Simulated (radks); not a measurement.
# Rh¹⁸⁺ in [Ar] 3d9: an all-electron calculation

The task here is to estimate one member of a computed series from the others.

Program: radks (a radial shooting solver on a logarithmic mesh, Libxc functionals) version 1. Level of theory: scalar-relativistic Kohn-Sham, r2SCAN, spin-polarised, spherical densities, finite nucleus; open shells are filled with parallel spins first. These are calculated values, not measurements, unless marked.

## The system

| Item | Value |
| --- | --- |
| element | rhodium (Z = 45) |
| charge | +18 |
| electrons | 27 |
| configuration | [Ar] 3d9 |
| nuclear rms radius | 4.4945 fm |

The outer shells:

Rh¹⁸⁺
```
[Ar] core
3d [↑↓][↑↓][↑↓][↑↓][↑ ]
```

Set-up of the first run:

Settings of this run:

```text
Z 45
configuration [Ar] 3d9 4s0 4p0
relativity scalar-relativistic
functional r2scan,r2scan
spin polarised
nucleus finite rms 4.4945 fm
c 137.035999084
```

Started as:

```sh
> python run_ks.py task.json out
```

All runs below come from this command, one after another.

One of the session's tables, all rows but one given; the rest of the session is left out.

It belongs to the step «Radial structure». Radial moments (bohr):

```
  level      <r>  outermost maximum (interpolated)  90 % within  nodes
1s down  0.03263                            0.0212       0.0585      0
  1s up  0.03263                            0.0212       0.0585      0
  2s up   0.1416                             0.120        0.219      1
2s down   0.1416                             0.120        0.219      1
  2p up   0.1235                            0.0957        0.201      0
2p down   0.1234                            0.0957        0.201      0
  3s up   0.3817                             0.347        0.560      2
3s down   0.3821                             0.347        0.561      2
  3p up   0.3792                             0.340        0.568      1
3p down   0.3797                             0.340        0.569      1
  3d up   0.3532                             0.285        0.554      0
3d down   0.3539                             0.285        0.555      0
  4s up   0.8160                             0.789         1.16      3
4s down        ?                                 ?            ?      ?
  4p up   0.8439                             0.815         1.20      2
4p down   0.8457                             0.817         1.21      2
```

Q: Estimate the row for 4s down from the others.

As computed: <r>: 0.8176; outermost maximum (interpolated): 0.791; 90 % within: 1.16; nodes: 3. In the column «<r>» it lies between 4s up (0.8160) and 4p up (0.8439).

To keep in mind: Open shells are spherical and high-spin; term and fine-structure splittings are not resolved.
